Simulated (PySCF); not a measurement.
# C3BrNS: the cost of one run

Programs: PySCF 2.14.0, with routines of our own; each step states its level. All values are computed. Atoms count from 0.

### 1 The starting structure

6 atoms, charge 0, multiplicity 1; geometry from: GFN2-xTB.

### 2 Geometry optimisation at PBE0-D3(BJ)/def2-SVP

Job settings and geometry (Å):

```
{"job": {"xc": "PBE0", "basis": "def2-SVP", "d3": "d3bj", "grid": 1, "maxiter": 30, "shake": 0.01, "kind": "geom"}, "charge": 0, "multiplicity": 1}
N     -2.171120    -1.086920    -0.096720
C     -1.225540    -0.469010     0.011630
C     -0.072190     0.292760     0.148520
Br    -0.262680     2.207370     0.363170
C      1.161020    -0.206990     0.146210
S      2.594670    -0.767230     0.155540
```

Started as:

```
$ OMP_NUM_THREADS=1 python heavy_run.py task.json out
```

The driver reads the jobs from task.json and runs them one after another.

Q: Estimate the wall time and peak memory of this first job on 1 thread of AMD EPYC 9R14, shared host.

About 26 s, with a peak of 0.44 GiB.
